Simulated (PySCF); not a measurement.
# From one method to the next for CdC (triplet)

What do other methods print for CdC (triplet)?

Program: PySCF 2.14.0. Level of theory: each script names its method and basis. These are calculated values, not measurements.

6 further runs of the same task are left out: 2 for a known fault of the program, 4 that didn't finish.

### 1 The starting structure

CdC (triplet): 2 atoms, charge 0, spin multiplicity 3.

Bond lengths: Cd1–C2 2.426 Å.

### 2 Base script

input.py

```python
from pyscf import gto, scf

mol = gto.M(
    atom='Cd 0 0 0; C 0 0 2.426',
    basis='sbkjc',
    ecp={'Cd': 'sbkjc', 'C': 'sbkjc'},
    charge=0,
    spin=2,
    symmetry=True,
    verbose=4,
)
mf = scf.UHF(mol)
mf = mf.newton()
mf.kernel()
mf.mulliken_pop()
mf.dip_moment()
print('orbital energies (hartree):', [e[max(0, n-3):n+3].round(4) for e, n in zip(mf.mo_energy, mol.nelec)])
```

Launch:

```console
python input.py
```

### 3 Bhandhlyp (UKS)

Edit 1 changes functional: none (Hartree–Fock) → bhandhlyp; SCF type: UHF → UKS.

Edit input.py of step 2 so:

```diff
@@ -1,2 +1,2 @@
-from pyscf import gto, scf
+from pyscf import gto, dft
 
@@ -11,3 +11,3 @@
 )
-mf = scf.UHF(mol)
+mf = dft.UKS(mol, xc='bhandhlyp')
 mf = mf.newton()
```

### 4 MP2

Edit 2 changes step after the SCF: analyze → mp2.

Edit input.py of step 2 so:

```diff
@@ -1,2 +1,2 @@
-from pyscf import gto, scf
+from pyscf import gto, scf, mp
 
@@ -14,3 +14,3 @@
 mf.kernel()
-mf.mulliken_pop()
+mp.MP2(mf).kernel()
 mf.dip_moment()
```

### 5 Gradient

Edit 3 changes step after the SCF: analyze → gradient.

Edit input.py of step 2 so:

```diff
@@ -14,3 +14,3 @@
 mf.kernel()
-mf.mulliken_pop()
+mf.nuc_grad_method().kernel()
 mf.dip_moment()
```

### 6 B3lyp (UKS)

Edit 4 changes functional: none (Hartree–Fock) → b3lyp; SCF type: UHF → UKS.

Edit input.py of step 2 so:

```diff
@@ -1,2 +1,2 @@
-from pyscf import gto, scf
+from pyscf import gto, dft
 
@@ -11,3 +11,3 @@
 )
-mf = scf.UHF(mol)
+mf = dft.UKS(mol, xc='b3lyp')
 mf = mf.newton()
```

### 7 Stability test

Edit 5 changes step after the SCF: analyze → stability; point-group symmetry: on → off.

Edit input.py of step 2 so:

```diff
@@ -8,3 +8,2 @@
     spin=2,
-    symmetry=True,
     verbose=4,
@@ -14,3 +13,3 @@
 mf.kernel()
-mf.mulliken_pop()
+mf.stability(internal=True, external=True)
 mf.dip_moment()
```

### 8 ROHF

Edit 6 changes SCF type: UHF → ROHF.

input.py

```python
from pyscf import gto, scf

mol = gto.M(
    atom='Cd 0 0 0; C 0 0 2.426',
    basis='sbkjc',
    ecp={'Cd': 'sbkjc', 'C': 'sbkjc'},
    charge=0,
    spin=2,
    symmetry=True,
    verbose=4,
)
mf = scf.ROHF(mol)
mf = mf.newton()
mf.kernel()
mf.mulliken_pop()
mf.dip_moment()
print('orbital energies (hartree):', mf.mo_energy[..., max(0, mol.nelec[1]-3):mol.nelec[0]+3].round(4))
```

Q: Predict the outcome of this session. Wanted: for each run, E(SCF); from base; gap, α spin; SCF dipole; after the SCF.

**Answer**, as computed:

| run | E(SCF) (hartree) | from base (eV) | cycles | gap, α spin (eV) | SCF dipole (D) | after the SCF |
| --- | --- | --- | --- | --- | --- | --- |
| base | -168.276412 | 0 | 9 macro | -21.42 | 1.90 | n/a |
| bhandhlyp (UKS) | -169.134535 | not comparable | 6 macro | -26.90 | 1.25 | n/a |
| MP2 | -168.276412 | 0.0000 | 9 macro | -21.42 | 1.90 | MP2 correlation -6.397 eV |
| gradient | -168.276412 | 0.0000 | 9 macro | -21.42 | 1.90 | n/a |
| b3lyp (UKS) | -169.338967 | not comparable | 10 macro | -31.30 | 0.39 | n/a |
| stability test | -171.332777 | -83.1679 | 15 macro | 9.30 | 3.56 | stable |
| ROHF | -168.233058 | +1.1797 | 7 macro | n/a | 2.34 | n/a |

What this shows: The α-spin gap between the frontier levels is -31.3 eV with b3lyp (20 % exact exchange) and -26.9 eV with bhandhlyp (50 %): exact exchange opens it. Total energies of different functionals can't be compared with each other; differences within one functional can. The dearest run is “b3lyp (UKS)”, at 15 s against 1.5 s.
